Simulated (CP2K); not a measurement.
Crystal: Ta3N.

```
Ta N
1.0
     3.03222    0.00000    0.00000
    -1.51611    2.62598    0.00000
     0.00000    0.00000    7.52414
Ta N
3 1
Direct
  0.66667 0.33333 0.82607
  0.33333 0.66667 0.17393
  0.00000 0.00000 0.50000
  0.00000 0.00000 0.00000
```

The cell comes from a database or a generator and needn't be the stable form of this composition.

Base run:

| Item | Value |
| --- | --- |
| Program | CP2K 2026.2 |
| Functional | PBE |
| Potentials or basis | POTENTIAL_UZH Ta GTH-PBE-q13, N GTH-PBE-q5; TZVP-MOLOPT-PBE-GTH basis |
| Density cutoff | 6123 eV |
| k mesh | 10 × 10 × 4 |
| Occupations | fermi-dirac, width 0.05 eV |
| Spin | no spin polarisation |

Its results: band gap on the k mesh none (metal or under the smearing width); pressure -2.6 GPa; largest force 0.247 eV/Å.

Problem. The run is repeated on the same cell with these changes: functional from PBE to PBEsol; ngrids from 5 to 4. What comes out?

Solution. Band gap on the k mesh none (metal or under the smearing width); pressure -8.4 GPa; largest force 0.449 eV/Å.

Caveats: spin-orbit coupling is left out, which moves the levels of the heavy elements; the basis of atomic orbitals isn't converged, which shifts pressures, moduli and gaps; the potentials were made for another functional, which shifts forces and pressure (some runs).
